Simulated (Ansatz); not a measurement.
**C3H10NTa: small, medium and large basis sets**

An exercise on one series of results from a longer session: the logs are not shown, and one member is left open.

The runs use Ansatz 0.2.0, Gaussian basis; one geometry, several basis sets.

Plan: PBE0-D4/def2-SVP; ωB97M-V/def2-SVP; PBE0-D4/def2-QZVPP; ωB97M-V/def2-QZVPP; the functionals' def2-TZVPP values are taken from earlier runs.

## The relaxed structure

An earlier PBE0-D4 in a triple-zeta def2 set relaxation fixed the geometry. Ta takes the def2 core potential; no spin-orbit term is included.

SMILES `[CH3][Ta]([CH3])([CH3])=[NH]`, 15 atoms, charge 0, spin multiplicity 1.

Atoms are counted from 1 here; the program's logs count them from 0.

Bond lengths: C1–Ta2 2.163 Å, C1–H6 1.095 Å, C1–H7 1.099 Å, C1–H8 1.095 Å, Ta2–C3 2.163 Å, Ta2–C4 2.163 Å, Ta2–N5 1.761 Å, C3–H9 1.095 Å, C3–H10 1.095 Å, C3–H11 1.099 Å, C4–H12 1.096 Å, C4–H13 1.099 Å, C4–H14 1.095 Å, N5–H15 1.006 Å. Angles: Ta2–C1–H6 112.0°, Ta2–C1–H7 110.0°, Ta2–C1–H8 111.8°, H6–C1–H7 107.9°, H6–C1–H8 107.1°, H7–C1–H8 107.9°, C1–Ta2–C3 111.8°, C1–Ta2–C4 111.8°, C1–Ta2–N5 107.0°, C3–Ta2–C4 111.9°, C3–Ta2–N5 107.0°, C4–Ta2–N5 107.0°, Ta2–C3–H9 112.0°, Ta2–C3–H10 111.8°, Ta2–C3–H11 110.0°, H9–C3–H10 107.1°, H9–C3–H11 107.9°, H10–C3–H11 107.9° and more.

Set-up of the first run:

in.yaml reads:

```yaml
crystal:
  periodic: [false, false, false]
  atoms:
    - {symbol: C, position_ang: [-1.823054, 0.997041, 0.297538]}
    - {symbol: Ta, position_ang: [0.083050, 0.120589, -0.230790]}
    - {symbol: C, position_ang: [1.590725, 0.506469, 1.272063]}
    - {symbol: C, position_ang: [-0.095752, -1.990488, -0.668939]}
    - {symbol: N, position_ang: [0.618793, 0.909234, -1.710796]}
    - {symbol: H, position_ang: [-2.570213, 0.860552, -0.491550]}
    - {symbol: H, position_ang: [-2.209894, 0.529860, 1.214417]}
    - {symbol: H, position_ang: [-1.739083, 2.074227, 0.478210]}
    - {symbol: H, position_ang: [1.729649, 1.578525, 1.447968]}
    - {symbol: H, position_ang: [2.565789, 0.098764, 0.983882]}
    - {symbol: H, position_ang: [1.298670, 0.042214, 2.224814]}
    - {symbol: H, position_ang: [-0.834070, -2.180449, -1.455664]}
    - {symbol: H, position_ang: [-0.413978, -2.535188, 0.231394]}
    - {symbol: H, position_ang: [0.852449, -2.422021, -1.006761]}
    - {symbol: H, position_ang: [0.925118, 1.359870, -2.556386]}
basis:
  gaussian: {orbitals: def2-SVP}
hamiltonian: {xc: pbe0, dispersion: d4}
output: {orbitals: {seedname: orbitals}}
```

Run with:

```console
$ ansatz run in.yaml --threads 4 --pin off --events-out ev --progress --plain --max-ram 11315MiB
```

Steps of the session up to this table: PBE0-D4 in def2-SVP; ωB97M-V in def2-SVP; PBE0-D4 in def2-QZVPP; ωB97M-V in def2-QZVPP.

One table of the session follows, with a row left open; its other results are not shown here.

It belongs to the step «Density functionals: the series». 

```
functional       basis  HOMO (eV)
   PBE0-D4    def2-SVP      -7.30
   PBE0-D4  def2-TZVPP      -7.36
   PBE0-D4  def2-QZVPP          ?
   ωB97M-V    def2-SVP      -9.64
   ωB97M-V  def2-TZVPP      -9.72
   ωB97M-V  def2-QZVPP      -9.74
```

Q: Estimate the row for PBE0-D4, def2-QZVPP from the others.

**Answer.** HOMO (eV): -7.39. In the column «HOMO (eV)» it lies between ωB97M-V, def2-SVP (-9.64) and PBE0-D4, def2-TZVPP (-7.36).
